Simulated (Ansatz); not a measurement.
**GeHCl3 (SMILES [Cl][GeH]([Cl])[Cl]): r2SCAN0/cc-pVDZ**

Aim: the energy change on altering one bond length of GeHCl3 at r2SCAN0/cc-pVDZ, from 2 runs. 

The calculation is run with Ansatz 0.2.0.

61 further runs of the same task are left out: 12 that didn't finish, 49 set aside as unsound or not needed. Runs told in other sessions of the task aren't counted.

## 1. Starting point

GeHCl3 has 5 atoms, charge 0, and is taken as a singlet. SMILES: `[Cl][GeH]([Cl])[Cl]`. Geometry: relaxed at PBE0-D4/def2-TZVP.

Bond lengths: Cl1–Ge2 2.126 Å, Ge2–Cl3 2.126 Å, Ge2–Cl4 2.126 Å, Ge2–H5 1.525 Å. Angles: Cl1–Ge2–Cl3 108.5°, Cl1–Ge2–Cl4 108.5°, Cl3–Ge2–Cl4 108.5°, Cl1–Ge2–H5 110.4°, Cl3–Ge2–H5 110.5°, Cl4–Ge2–H5 110.5°.

## 2. A single-point energy at r2SCAN0/cc-pVDZ

The input, molecule.yaml:

```yaml
crystal:
  periodic: [false, false, false]
  atoms:
    - {symbol: Cl, position_ang: [-1.177700, -0.012800, 1.700700]}
    - {symbol: Ge, position_ang: [0.102400, 0.090600, 0.006200]}
    - {symbol: Cl, position_ang: [1.117900, -1.767600, -0.185300]}
    - {symbol: Cl, position_ang: [-1.095100, 0.385600, -1.725800]}
    - {symbol: H, position_ang: [1.102600, 1.230700, 0.163000]}
basis:
  gaussian:
    orbitals: cc-pVDZ
total_charge: 0
hamiltonian:
  xc: {name: r2SCAN0}
accuracy: high
output: {orbitals: {seedname: orbitals}}
```

Command:

```sh
ansatz run molecule.yaml --threads 1 --pin off --max-ram 3480MiB --events-out events.jsonl --progress --plain --runs-dir runs
```

What it wrote:

```text
Warning: RAYON_NUM_THREADS=1 ignored (pool sized by the plan → 1); use --threads N
Functional definition: r2SCAN0
  name "r2SCAN0"
  parameter a = 0.25
  parameter k0 = 0.174
  parameter k1 = 0.065
  parameter a1 = 4.9479
  exchange = (1 - a)*r2scan_x(k0 = k0, k1 = k1, a1 = a1) + a*exact_x
  correlation = r2scan_c
1925 factors; integrals over basis functions are off by at most 4.6e-9 eV
mean field evaluation 1: about -94101.1598 eV, gradient 1.7e1 eV
mean field evaluation 2: about -94100.9444 eV, gradient 2.0e1 eV
mean field evaluation 4: about -94101.9391 eV, gradient 2.6e-1 eV
mean field evaluation 8: about -94102.0344 eV, gradient 3.2e-2 eV
mean field evaluation 16: about -94102.0344 eV, gradient 5.5e-7 eV
mean field -94102.03439606 eV, -3458.1859794055 hartree, gradient 4.9e-8 eV, S^2 0.000000; 0 other end points of the search recorded, 0 dependent functions left out
reference -94102.03439652 eV, -3458.1859794222 hartree; 42, 42 occupied and 44, 44 virtual orbitals, 1925 factors
Total energy: -94102.03439652 eV, -3458.1859794222 hartree
```

It took 42 s on 1 thread of Arm Neoverse N1, shared host; peak memory 0.42 GiB.

## 3. The distorted shape, same level

The input, input.yaml:

```yaml
basis:
  gaussian:
    orbitals: cc-pVDZ
crystal:
  periodic: [false, false, false]
  atoms:
    - symbol: Cl
      position_ang: [-2.396306, 2.217050, 1.930501]
    - symbol: Ge
      position_ang: [-1.116206, 2.320450, 0.236001]
    - symbol: Cl
      position_ang: [1.117900, -1.767600, -0.185300]
    - symbol: Cl
      position_ang: [-2.313706, 2.615450, -1.495999]
    - symbol: H
      position_ang: [-0.116006, 3.460550, 0.392801]
hamiltonian:
  xc: {name: r2SCAN0}
accuracy: high
output: {orbitals: {seedname: orbitals}}
```

Command:

```sh
ansatz run input.yaml --threads 1 --pin off --max-ram 3480MiB --events-out events.jsonl --progress --plain --runs-dir runs
```

What it wrote:

```text
Warning: RAYON_NUM_THREADS=1 ignored (pool sized by the plan → 1); use --threads N
Functional definition: r2SCAN0
  name "r2SCAN0"
  parameter a = 0.25
  parameter k0 = 0.174
  parameter k1 = 0.065
  parameter a1 = 4.9479
  exchange = (1 - a)*r2scan_x(k0 = k0, k1 = k1, a1 = a1) + a*exact_x
  correlation = r2scan_c
1823 factors; integrals over basis functions are off by at most 4.4e-9 eV
mean field evaluation 1: about -94092.4741 eV, gradient 2.9e1 eV
mean field evaluation 2: about -93865.3211 eV, gradient 1.2e2 eV
mean field evaluation 4: about -94090.9706 eV, gradient 3.2e1 eV
mean field evaluation 8: about -94096.3523 eV, gradient 1.2e1 eV
mean field evaluation 16: about -94097.1385 eV, gradient 2.1e-4 eV
mean field evaluation 32: about -94096.8425 eV, gradient 4.6e0 eV
mean field -94097.13850067 eV, -3458.0060585685 hartree, gradient 1.3e-8 eV, S^2 0.000000; 4 other end points of the search recorded, 0 dependent functions left out
reference -94097.13850121 eV, -3458.0060585883 hartree; 42, 42 occupied and 44, 44 virtual orbitals, 1823 factors
Total energy: -94097.13850121 eV, -3458.0060585883 hartree
```

It took 53 s on 1 thread of Arm Neoverse N1, shared host; peak memory 0.39 GiB.

## 4. Results

Level: r2SCAN0/cc-pVDZ.

```
                                                           quantity           value
                                          first shape: total energy  -3458.18598 Eh
                                           first shape: HOMO energy        -9.60 eV
                                           first shape: LUMO energy        -1.26 eV
                                         first shape: HOMO–LUMO gap         8.35 eV
                                      distorted shape: total energy  -3458.00606 Eh
                                       distorted shape: HOMO energy        -7.36 eV
                                       distorted shape: LUMO energy        -6.18 eV
                                     distorted shape: HOMO–LUMO gap         1.19 eV
energy change with the Ge2–Cl3 bond stretched from 2.126 to 4.678 Å        4.896 eV
```

In words: One bond (distorted shape) is far stretched, which a spin-restricted single reference describes badly; a broken-symmetry solution may lie lower. With the Ge2–Cl3 bond stretched from 2.126 to 4.678 Å the energy rises by 4.90 eV (472 kJ/mol). The first shape isn't relaxed at this level, so the change isn't measured from a minimum. A restricted reference can't describe the breaking bond well at this length.
